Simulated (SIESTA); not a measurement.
A run of SIESTA 5.4.2 is set up as follows.

File NbFeO4.fdf:

```
SystemName                      NbFeO4
SystemLabel                     NbFeO4
NumberOfSpecies                 3
NumberOfAtoms                   6
%block ChemicalSpeciesLabel
  1  41 Nb
  2  26 Fe
  3   8 O
%endblock ChemicalSpeciesLabel

LatticeConstant                 1.0 Ang
%block LatticeVectors
    -1.9585109815     1.9585109815     5.0365301445
     1.9585109815    -1.9585109815     5.0365301445
     1.9585109815     1.9585109815    -5.0365301445
%endblock LatticeVectors
AtomicCoordinatesFormat         Fractional
%block AtomicCoordinatesAndAtomicSpecies
     0.2500000000     0.7500000000     0.5000000000  1  Nb
     0.0000000000     0.0000000000     0.0000000000  2  Fe
     0.0493710000     0.5493710000     0.5000000000  3  O
     0.4506290000     0.9506290000     0.5000000000  3  O
     0.2099617500     0.2099617500     0.0000000000  3  O
     0.7900382500     0.7900382500     0.0000000000  3  O
%endblock AtomicCoordinatesAndAtomicSpecies

%block kgrid.MonkhorstPack
   10   0   0  0.0
    0  10   0  0.0
    0   0  10  0.0
%endblock kgrid.MonkhorstPack
XC.Functional                   GGA
XC.Authors                      PBEsol
PAO.BasisSize                   DZP
PAO.EnergyShift                 0.003 Ry
Mesh.Cutoff                     800 Ry
Spin                            polarized
%block DM.InitSpin
    1   0.000
    2   3.000
    3   0.000
    4   0.000
    5   0.000
    6   0.000
%endblock DM.InitSpin
OccupationFunction              FD
ElectronicTemperature           0.05 eV
MaxSCFIterations                200
SCF.MustConverge                false
SCF.Mixer.Method                Pulay
SCF.Mixer.Weight                0.1
SCF.Mixer.History               10
SCF.DM.Tolerance                5.0e-05
SCF.H.Tolerance                 1.0e-03 eV
WriteForces                     true
Charge.Mulliken                 end
Charge.Hirshfeld                end
Charge.Voronoi                  end
SaveRho                         true
SaveElectrostaticPotential      true
%block PAO.Basis
  Nb 5
  n=4 0 2
    3.366 0.000
  n=5 0 2
    9.113 0.000
  n=4 1 2
    3.905 0.000
  n=5 1 1
    9.113
  n=4 2 2
    7.312 0.000
  Fe 5
  n=3 0 2
    2.625 0.000
  n=4 0 2
    7.520 0.000
  n=3 1 2
    2.943 0.000
  n=4 1 1
    7.520
  n=3 2 2
    4.859 0.000
%endblock PAO.Basis
```

Potentials or basis: PseudoDojo 0.4 standard (PBEsol files), DZP (energy shift 0.003 Ry; two zetas on semicore shells).

Launch:

```sh
$ siesta NbFeO4.fdf > NbFeO4.out 2>&1
```

Question: Estimate the pressure.

Answer: -3.8 GPa.

Question: What does it give for the site moments?

Answer: Nb +0.02; Fe +4.07; O +0.27, +0.11 μB.

Stress tensor (GPa, compression positive):
```
-4.09  0.00 -0.01
 0.00 -4.09 -0.01
-0.01 -0.01 -3.28
```

Caveat: short orbitals over semicore shells can move pressures by several GPa; the basis of atomic orbitals isn't converged, which shifts pressures, moduli and gaps; a cell with one magnetic atom can't hold antiferromagnetic order, which such compounds often take.
